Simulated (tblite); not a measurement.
# C2H9Ge2NSi: the cost of one run

The runs use tblite 0.8.0 and PySCF 2.14.0, with density-fitted response routines of our own; the level of theory stands in each step. All values are computed, except where a source is named. Atoms are numbered from 0 throughout.

### Step 1. The starting structure

15 atoms, charge 0, multiplicity 1; geometry from: force field or distance geometry start.

Bonds of the start (Å): C0–C1 1.22, C1–Si2 1.79, Si2–N3 1.77, Si2–Ge4 2.34, Si2–Ge5 2.31, C0–H6 1.07, N3–H7 1.02, N3–H8 1.05, Ge4–H9 1.57, Ge4–H10 1.53, Ge4–H11 1.55, Ge5–H12 1.56, Ge5–H13 1.56, Ge5–H14 1.54.

### Step 2. Optimising the geometry with GFN2-xTB

The job: settings as JSON, then the geometry in Å.

```
{"job": {"kind": "relax", "xc": "GFN2-xTB", "basis": "xTB"}, "charge": 0, "multiplicity": 1}
C      2.685900     0.335200     1.352200
C      1.667300     0.146300     0.705100
Si     0.189300    -0.140800    -0.262000
N      0.621200    -1.036100    -1.728000
Ge    -0.783300     1.914600    -0.813800
Ge    -1.384300    -1.225600     1.037200
H      3.564500     0.518200     1.934200
H      0.154700    -1.945800    -1.789000
H      1.654600    -1.178300    -1.834500
H     -1.972100     1.582300    -1.777600
H      0.240500     2.877100    -1.426900
H     -1.378100     2.466200     0.503200
H     -0.709500    -1.698200     2.366600
H     -2.500600    -0.212300     1.427500
H     -2.054300    -2.394900     0.284000
```

Run with:

```
OMP_NUM_THREADS=1 python probes_run.py task.json out
```

One launch serves the whole session: the jobs run in the order shown.

**Question.** How long does this first job take on 1 thread of Arm Neoverse N1, shared host?

About 1.2 s.
